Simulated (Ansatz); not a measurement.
**AlGaH (quartet): from Hartree-Fock to the top rungs at scale of all distances = 1.000, 6-31G**

Aim: climb from Hartree-Fock through coupled cluster and multireference methods for AlGaH (quartet) at one geometry and basis, and see what each rung misses.

Method: 6-31G, core rule «outside noble gas», up to 19 orbitals frozen; program: Ansatz 0.2.0, Gaussian basis.

The runs, in order: UHF; CCSD(T) on ROHF; CCSD(T) on UHF; BCCD(T) on ROHF; CISD; CCSDT(Q) on ROHF; CCSDT(Q) on UHF; CASSCF and MRCISD+Q, 5 electrons in 5 orbitals; CASSCF and NEVPT2, 5 electrons in 5 orbitals; CASSCF and MRCISD+Q, 7 electrons in 9 orbitals; CASSCF and NEVPT4(SD), 7 electrons in 9 orbitals; CASSCF and NEVPT2, 7 electrons in 9 orbitals; Full CI.

12 further runs of the same task are left out: 9 that didn't finish, 3 set aside as unsound or not needed.

## (1) What is computed

The geometry derives from a PBE0/def2-TZVP stationary point (not a proven minimum). All distances are scaled together. No spin-orbit coupling is included. The filled d shell of Ga may be among the frozen orbitals whatever the setting's name suggests; the logs give the count.

3 atoms, charge 0, spin multiplicity 4.

Atoms are counted from 1 here; the program's logs count them from 0.

Bond lengths: Al1–Ga2 2.308 Å, Ga2–H3 1.559 Å. Angles: Al1–Ga2–H3 180.0°.

Geometry (Å):

```
Al    0.0000    0.0000    2.0585
Ga    0.0000    0.0000   -0.2499
H     0.0000    0.0000   -1.8086
```

## (2) UHF

The input, in.yaml:

```yaml
crystal:
  periodic: [false, false, false]
  atoms:
    - {symbol: Al, position_ang: [0.000000, 0.000000, 2.058500]}
    - {symbol: Ga, position_ang: [0.000000, 0.000000, -0.249900]}
    - {symbol: H, position_ang: [0.000000, 0.000000, -1.808600]}
basis:
  gaussian: {orbitals: 6-31G}
magnetization: {spin_polarized: true, initial_magnetization: 3}
hamiltonian: {xc: hf}
output: {orbitals: {seedname: orbitals}}
```

Launch:

```sh
$ ansatz run in.yaml --threads 1 --pin off --events-out ev --progress --plain --max-ram 2393MiB
```

After this run come: CCSD(T) on ROHF; CCSD(T) on UHF; BCCD(T) on ROHF; CISD; CCSDT(Q) on ROHF; CCSDT(Q) on UHF; CASSCF and MRCISD+Q, 5 electrons in 5 orbitals; CASSCF and NEVPT2, 5 electrons in 5 orbitals; CASSCF and MRCISD+Q, 7 electrons in 9 orbitals; CASSCF and NEVPT4(SD), 7 electrons in 9 orbitals; CASSCF and NEVPT2, 7 electrons in 9 orbitals; Full CI.

Before running them: what should the planned runs give, taken together? Wanted: FCI below the RHF energy; RMP2 from FCI; UMP2 from FCI; RCCSD from FCI; RCCSD(T) from FCI; UCCSD(T) from FCI; RCCSDT(Q) from FCI; UCCSDT(Q) from FCI; NEVPT2 pair from FCI.

As calculated:

| quantity | value |
| --- | --- |
| FCI below the RHF energy | -1.9435 eV |
| RMP2 from FCI | +629.1 meV |
| UMP2 from FCI | +620.6 meV |
| RCCSD from FCI | +77.7 meV |
| RCCSD(T) from FCI | +26.9 meV |
| UCCSD(T) from FCI | +25.2 meV |
| RCCSDT(Q) from FCI | +2.1 meV |
| UCCSDT(Q) from FCI | +0.6 meV |
| NEVPT2 pair from FCI | +579.7 meV |
| MRCISD+Q pair from FCI | +19.1 meV |
| NEVPT2 valence from FCI | +149.6 meV |
| levels within 1 kcal/mol (43 meV) | RCCSD(T), UCCSD(T), BCCD(T), RCCSDT, UCCSDT, RCCSDT(Q), UCCSDT(Q), MRCISD+Q pair, NEVPT4(SD) valence, MRCISD valence, MRCISD+Q valence |
| T1 diagnostic | 0.038 |
| effectively unpaired electrons | 3.04 |

In words: RCCSD(T) lands +26.9 meV from the yardstick (1.4 % of the correlation energy). One determinant dominates. Of the multireference levels listed MRCISD+Q valence comes nearest in total energy (+2.2 meV), which doesn't show that its space is the better one. These misses are within one basis, not against nature; the frozen cores of restricted and unrestricted runs differ, which can shift their rows.
